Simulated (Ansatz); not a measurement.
Task: a cohesive energy from free atoms of Ba3Ca and its free atoms, with Ansatz 0.2.0, Python API. Give the script and its output. Settings (first run): PBEsol, PAW, cutoff 520 eV, 7×7×7 k-points, Fermi-Dirac smearing of 0.02 eV.

`ba3ca.py`
```python
"""Binding of Ba3Ca against spin-polarised atoms in a box."""

from collections import Counter

import ansatz

PHASES = {
    "Ba3Ca": (
        [(6.25493123, 0.0, 0.0), (0.0, 6.25493123, 0.0), (0.0, 0.0, 6.25493123)],
        [
            ("Ba", (0.0, 0.5, 0.5)),
            ("Ba", (0.5, 0.0, 0.5)),
            ("Ba", (0.5, 0.5, 0.0)),
            ("Ca", (0.0, 0.0, 0.0)),
        ],
    ),
}


def build(vectors, sites):
    crystal = ansatz.Crystal(lattice=ansatz.Lattice.of(vectors))
    for symbol, position in sites:
        crystal = crystal.atom(symbol, position)
    return crystal


def counts(outcome):
    return Counter(site.symbol for site in outcome.lattice.sites)

UNPAIRED = {"Ba": 0, "Ca": 0}  # unpaired electrons of the free atoms


def compute(name, crystal):
    calc = crystal.calculation()
    calc = calc.functional("PBEsol").basis(520)
    calc = calc.kpoints(spacing=0.15).occupations("fermi_dirac", width=0.02)
    if name.endswith(" atom"):
        calc = calc.kpoints(1, 1, 1).occupations("fermi_dirac", width=0.01)
        if UNPAIRED[name.split()[0]]:
            calc = calc.spin("collinear")
        return calc.run(threads=1)
    calc = calc.relax(force_tolerance=0.03, max_steps=40, cell=True)
    return calc.run(threads=1)


def main() -> None:
    phases = {name: build(*cell) for name, cell in PHASES.items()}
    # a box with unlike edges lets an open shell break the spherical symmetry
    for element, moment in UNPAIRED.items():
        phases[f"{element} atom"] = ansatz.Lattice.orthorhombic(10.0, 10.5, 11.0).atom(element, (0.5, 0.5, 0.5), moment=moment or None)

    done = {}
    for name, crystal in phases.items():
        done[name] = compute(name, crystal)
        print(f"{name}: {done[name].report['energy_sigma0_ev']:.4f} eV, {len(done[name].lattice.sites)} atoms")

    print({element: round(done[f"{element} atom"].report["magnetization_mub"], 2) for element in UNPAIRED}, "muB on the free atoms")
    solid = done["Ba3Ca"]
    n = counts(solid)
    binding = (sum(k * done[f"{e} atom"].report["energy_sigma0_ev"] for e, k in n.items()) - solid.report["energy_sigma0_ev"]) / sum(n.values())
    print(f"cohesive energy {binding:.3f} eV/atom = {96.4853 * binding:.0f} kJ/mol of atoms (no zero-point energy)")


if __name__ == "__main__":
    main()
```

```console
$ python ba3ca.py
Ba3Ca: -19381.3979 eV, 4 atoms
Ba atom: -5860.5561 eV, 1 atoms
Ca atom: -1791.6473 eV, 1 atoms
{'Ba': 0.0, 'Ca': 0.0} muB on the free atoms
cohesive energy 2.021 eV/atom = 195 kJ/mol of atoms (no zero-point energy)
```

What to keep in mind:
- Absolute energies stand on the zero of these potentials, so only differences at equal settings mean something.
- Other magnetic orders than the one started from may lie lower.
- For the metals among these phases the mesh is modest: differences between phases can be off by up to 40 meV an atom.
- The cells come from databases of deposited and of computed structures, and not all need be stable phases.
- Free atoms in a box carry small image and symmetry errors, and spin-orbit coupling is left out.
- Finished in 39 s on 1 thread of Arm Neoverse V2, on a shared host, peak memory 0.77 GiB.
